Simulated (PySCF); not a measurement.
# BiH2S2 (Bi(SH)2+): the cost of one run

Method: BP86, Bi def2-SVP with ECP60, S def2-SVP, H def2-SVP; scalar-relativistic core potentials, no spin–orbit coupling; program: PySCF 2.14.0.

3 further runs of the same task are left out: 2 for a known fault of the program, 1 that didn't finish. Runs told in other sessions of the task aren't counted.

### 1 The starting structure

5 atoms, charge 1, spin multiplicity 1.

Bond lengths: Bi1–S2 2.497 Å, Bi1–S4 2.495 Å, S2–H3 1.371 Å, S4–H5 1.370 Å. Angles: S2–Bi1–S4 97.4°, Bi1–S2–H3 93.9°, Bi1–S4–H5 96.9°.

Geometry (Å):

```xyz
5
charge 1, multiplicity 1
Bi    0.0000    1.3929   -0.3567
S     0.0000   -0.3732    1.4091
H     0.0000    0.5278    2.4427
S     0.0000   -0.1303   -2.3330
H     0.0000   -1.3087   -1.6332
```

Formal oxidation states: Bi +3. An earlier session relaxed this geometry at BP86, Bi def2-SVP with ECP60, S def2-SVP, H def2-SVP (singlet, point group Cs).

Its energy there is -1011.989727 Eh.

### 2 Atoms moved at random, σ = 0.06 Å

run.py (the lines that set the calculation) reads:

```python
mol = gto.M(atom='''
Bi    -0.01209     1.36972    -0.33891
S      0.03208    -0.37133     1.37296
H     -0.03383     0.54920     2.48467
S      0.01408    -0.10400    -2.37276
H     -0.00025    -1.33515    -1.61702''',
    basis={'Bi': 'def2-SVP', 'S': 'def2-SVP', 'H': 'def2-SVP'},
    ecp={'Bi': 'def2-SVP'},
    charge=1, spin=0)
mf = dft.RKS(mol, xc='B88,P86')
mf.grids.atom_grid = (50, 194)
mf = mf.density_fit()  # fitting sets: Bi def2-universal-JKFIT, S def2-universal-JKFIT, H def2-universal-JKFIT
mf.conv_tol = 1e-08; mf.max_cycle = 55
mf.kernel(dm0)  # dm0: the density of the relaxed state
```

Command:

```
$ OMP_NUM_THREADS=2 python run.py
```

**Question.** How long does this run take on 2 threads of Arm Neoverse V2, shared host?

About 1.7 s.
